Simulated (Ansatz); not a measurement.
# Sn2PbO2: a trial structure relaxed

The task: take a trial cell of Sn2PbO2 to zero force and stress.

Method: DFT PBE, scalar-relativistic, plane waves, PAW, in Ansatz 0.2.0.

**1. The structure to begin with**

The structure is orthorhombic, space group Cmmm (No. 65). Conventional cell: a = 3.948 Å, b = 14.530 Å, c = 3.789 Å, α = 90.00°, β = 90.00°, γ = 90.00°. Sn (site symmetry m2m) is surrounded by 2 Sn at 2.45 Å and 6 O at 2.88 to 3.03 Å and 1 Pb at 2.91 Å. Around Pb (site symmetry mmm) lie 2 Sn at 2.91 Å. Around O (site symmetry m2m) lie 6 Sn at 2.88 to 3.03 Å.

Coordinates:

```cif
data_structure
_symmetry_space_group_name_H-M 'Cmmm'
_symmetry_Int_Tables_number 65
_cell_length_a 3.9480
_cell_length_b 14.5297
_cell_length_c 3.7891
_cell_angle_alpha 90.000
_cell_angle_beta 90.000
_cell_angle_gamma 90.000
_cell_volume 217.35
loop_
_atom_site_label
_atom_site_type_symbol
_atom_site_symmetry_multiplicity
_atom_site_Wyckoff_symbol
_atom_site_fract_x
_atom_site_fract_y
_atom_site_fract_z
_atom_site_occupancy
Sn1 Sn 4 i 0.50000 0.29994 0.00000 1
Pb1 Pb 2 a 0.00000 0.00000 0.00000 1
O1 O 4 j 0.50000 0.13755 0.50000 1
```

Recipe of the guess: species swapped into a database cell of Dy2InNi2 (Cmmm, No. 65), with O on the Dy sites, Pb on the In sites and Sn on the Ni sites. Lengths come from tabulated atomic sizes and are only a guess.

**2. The guess as it stands, on a coarse mesh**

input.yaml reads:

```yaml
crystal:
  lattice:
    - [1.9739794, -7.26483868, 0.0]
    - [1.9739794, 7.26483868, 0.0]
    - [0.0, 0.0, 3.78914124]
  atoms:
    - { symbol: Sn, position: [0.20006324, 0.79993676, 0.0] }
    - { symbol: Sn, position: [0.79993676, 0.20006324, 0.0] }
    - { symbol: Pb, position: [0.0, 0.0, 0.0] }
    - { symbol: O, position: [0.36244641, 0.63755359, 0.5] }
    - { symbol: O, position: [0.63755359, 0.36244641, 0.5] }
basis:
  ecutwfc: 420
kpoints:
  mp_grid: { grid: [4, 4, 4] }
hamiltonian:
  xc: pbe
scf:
  occupations: { method: gaussian, width: 0.1 }
  lower_state_search: "off"
output:
  forces: true
  stress: true
  eigenvalues: true
```

On the command line:

```console
$ ansatz run input.yaml --threads 1 --pin off --max-ram 2560MiB --backend cpu --events-out ev --progress --plain --runs-dir out
```

The session goes on with these runs: coarse relaxation; another rough relaxation; final relaxation.

Before running it: what results should come out? Wanted: conventional cell; volume; energy over the elements; gap on the mesh.

As calculated:

| quantity | value |
| --- | --- |
| symmetry at the end (tolerance 0.05 Å) | space group Cmmm (No. 65) |
| conventional cell | a = 3.235 Å, b = 18.550 Å, c = 3.374 Å, α = 90.00°, β = 90.00°, γ = 90.00° |
| volume | 20.25 Å³/atom |
| energy over the elements (uncorrected; H, N, O, F and Cl as molecules), grey Sn | -0.52 eV/atom |
| gap on the mesh | none (metal) |

The space group Cmmm (No. 65) is kept, and the volume per atom shrinks by 6.8 % from the first guess. A negative formation energy is needed for stability but isn't enough; other structures and compounds were not set against it here. No finished test with a distortion of lower symmetry is shown, so the end may be a saddle point. The runs treat Pb without spin-orbit coupling.
